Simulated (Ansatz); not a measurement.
Crystal: SnCl.

```
CELL_PARAMETERS angstrom
3.49755 0.00000 0.00000
-1.74877 3.02896 0.00000
0.00000 0.00000 10.06221
ATOMIC_POSITIONS crystal
Sn 0.66667 0.33333 0.82051
Sn 0.33333 0.66667 0.32051
Cl 0.66667 0.33333 0.55449
Cl 0.33333 0.66667 0.05449
```

The cell comes from a database or a generator and needn't be the stable form of this composition.

```yaml
Program: Ansatz 0.2.0
Task: relaxation of cell and atoms
Functional: PBE
Dispersion: D3(BJ)-ATM
Potentials_or_basis: Ansatz PAW
Cutoff: "420 eV (not typed: the program's choice for these potentials)"
k_mesh: 9 × 9 × 3
Occupations: fermi-dirac, width 0.05 eV
Spin: no spin polarisation
```

At the start: volume 26.65 Å³/atom.

Q: Where does the relaxation end?

A: It ends after 8 steps and the volume is 25.46 Å³/atom (-4.5 %); space group P6_3mc (No. 186, to 0.05 Å).

The path:
| step | energy change (eV) | largest force (eV/Å) | volume (Å³) |
| --- | --- | --- | --- |
| 1 | 0.0000 | 0.1144 | 106.60 |
| 2 | -0.0157 | 0.0658 | 97.71 |
| 3 | -0.0361 | 0.0706 | 101.43 |
| 4 | -0.0381 | 0.0636 | 101.25 |
| 5 | -0.0419 | 0.0104 | 100.88 |
| 6 | -0.0428 | 0.0005 | 101.74 |
| 7 | -0.0428 | 0.0002 | 101.85 |
| 8 | -0.0422 | 0.0001 | 101.85 |

Final structure:
```xyz
4
Lattice="3.4214 0.0000 0.0000 -1.7107 2.9630 0.0000 0.0000 0.0000 10.0471" Properties=species:S:1:pos:R:3 pbc="T T T"
Sn    1.7107    0.9877    8.1873
Sn    0.0000    1.9753    3.1638
Cl    1.7107    0.9877    5.6274
Cl    0.0000    1.9753    0.6039
```

Caveat: the plane-wave basis is chosen anew once the cell has moved, so the energies of steps on either side of that aren't comparable; pairwise dispersion overbinds metals, which lowers pressure and volume.
